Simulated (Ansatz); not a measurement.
**C3H9FGeO: up Jacob's ladder to CCSD(T)**

How much do the methods differ for C3H9FGeO? The plan is to run it at one geometry with functionals of several rungs and with coupled cluster, and see how far each lands from CCSD(T) at the basis-set limit for the atomisation energy.

The runs use Ansatz 0.2.0, Gaussian basis; functionals in def2-TZVPP, the program's frozen cores in correlated methods.

Levels to be run: PBE-D4, r2SCAN-D4, PBE0-D4, B3LYP-D4, ωB97X-V, ωB97M-V, B2PLYP; CCSD(T)/def2-TZVPP; MP2/def2-QZVPP; extrapolation to the limit.

## Step 1: The relaxed structure

The geometry comes from an earlier relaxation with PBE0-D4 in a triple-zeta def2 set; it is a stationary point, not always the lowest conformer.

15 atoms, charge 0, spin multiplicity 1.

Atoms are counted from 1 here; the program's logs count them from 0.

Bond lengths: C1–C2 1.508 Å, C1–H7 1.092 Å, C1–H8 1.092 Å, C1–H9 1.093 Å, C2–O3 1.417 Å, C2–H10 1.100 Å, C2–H11 1.097 Å, O3–Ge4 1.761 Å, Ge4–C5 1.924 Å, Ge4–F6 1.746 Å, Ge4–H12 1.539 Å, C5–H13 1.090 Å, C5–H14 1.090 Å, C5–H15 1.091 Å. Angles: C2–C1–H7 110.4°, C2–C1–H8 110.6°, C2–C1–H9 110.4°, H7–C1–H8 108.3°, H7–C1–H9 108.5°, H8–C1–H9 108.5°, C1–C2–O3 108.9°, C1–C2–H10 110.0°, C1–C2–H11 110.3°, O3–C2–H10 110.5°, O3–C2–H11 109.9°, H10–C2–H11 107.3°, C2–O3–Ge4 120.1°, O3–Ge4–C5 107.5°, O3–Ge4–F6 106.8°, O3–Ge4–H12 110.3°, C5–Ge4–F6 108.2°, C5–Ge4–H12 118.9° and more.

## Step 2: PBE-D4 (GGA)

File in.yaml:

```yaml
crystal:
  periodic: [false, false, false]
  atoms:
    - {symbol: C, position_ang: [-0.538156, 1.798002, -1.831902]}
    - {symbol: C, position_ang: [0.399057, 0.785131, -1.223013]}
    - {symbol: O, position_ang: [-0.196087, 0.255149, -0.050786]}
    - {symbol: Ge, position_ang: [0.543362, -1.114530, 0.773374]}
    - {symbol: C, position_ang: [-0.546786, -1.524874, 2.304194]}
    - {symbol: F, position_ang: [2.103533, -0.576581, 1.343051]}
    - {symbol: H, position_ang: [-0.739594, 2.603843, -1.123388]}
    - {symbol: H, position_ang: [-1.488300, 1.331028, -2.099282]}
    - {symbol: H, position_ang: [-0.098007, 2.231318, -2.733388]}
    - {symbol: H, position_ang: [0.606589, -0.017735, -1.945403]}
    - {symbol: H, position_ang: [1.358335, 1.256076, -0.975374]}
    - {symbol: H, position_ang: [0.863592, -2.233507, -0.233764]}
    - {symbol: H, position_ang: [-0.076268, -2.304327, 2.903840]}
    - {symbol: H, position_ang: [-0.659158, -0.624878, 2.909028]}
    - {symbol: H, position_ang: [-1.532102, -1.864125, 1.982796]}
basis:
  gaussian: {orbitals: def2-TZVPP}
hamiltonian: {xc: pbe, dispersion: d4}
output: {forces: true, orbitals: {seedname: orbitals}}
```

Run with:

```console
$ ansatz run in.yaml --threads 2 --pin off --events-out ev --progress --plain --max-ram 32768MiB --backend cuda --devices 0, --max-vram 18GiB
```

After this run come: r2SCAN-D4 (meta-GGA); PBE0-D4 (hybrid); B3LYP-D4 (hybrid); ωB97X-V (range-separated); ωB97M-V (range-separated); B2PLYP (double hybrid); CCSD(T) in def2-TZVPP; MP2 in def2-QZVPP.

Q: Predict the results of all the runs planned. Wanted: atomisation energy, CCSD(T)/CBS; farthest; mean size of error, hybrid; mean size of error, range-separated; gap, smallest and largest; T1 diagnostic; triples share of the correlation energy.

As calculated:

| quantity | value |
| --- | --- |
| atomisation energy, CCSD(T)/CBS | 5657.1 kJ/mol |
| functionals within 56.6 kJ/mol (1.0 %) | r2SCAN-D4, PBE0-D4, B3LYP-D4, ωB97X-V, ωB97M-V |
| farthest | B2PLYP (-71.3 kJ/mol) |
| mean size of error, hybrid | 28.2 kJ/mol |
| mean size of error, range-separated | 8.3 kJ/mol |
| gap, smallest and largest | 6.52 eV (PBE-D4), 13.50 eV (ωB97X-V) |
| T1 diagnostic | 0.0113 |
| triples share of the correlation energy | 3.5 % |

**Reading.** PBE-D4 is off by +65.5 kJ/mol. Double hybrids carry the basis error of their MP2 part in triple zeta, and no dispersion term here, so their miss is partly the set-up's. The reference freezes the cores and leaves out relativity and excitations past (T), and its outer-core shells are covered unevenly, so misses under about 56.6 kJ/mol can't be ranked. Hartree-Fock recovers 74 % of the binding; the rest is correlation. Orbital gaps span 6.5 to 13.5 eV; exact exchange widens them. Correlated methods include outer-core shells of Ge, which these sets cover unevenly.
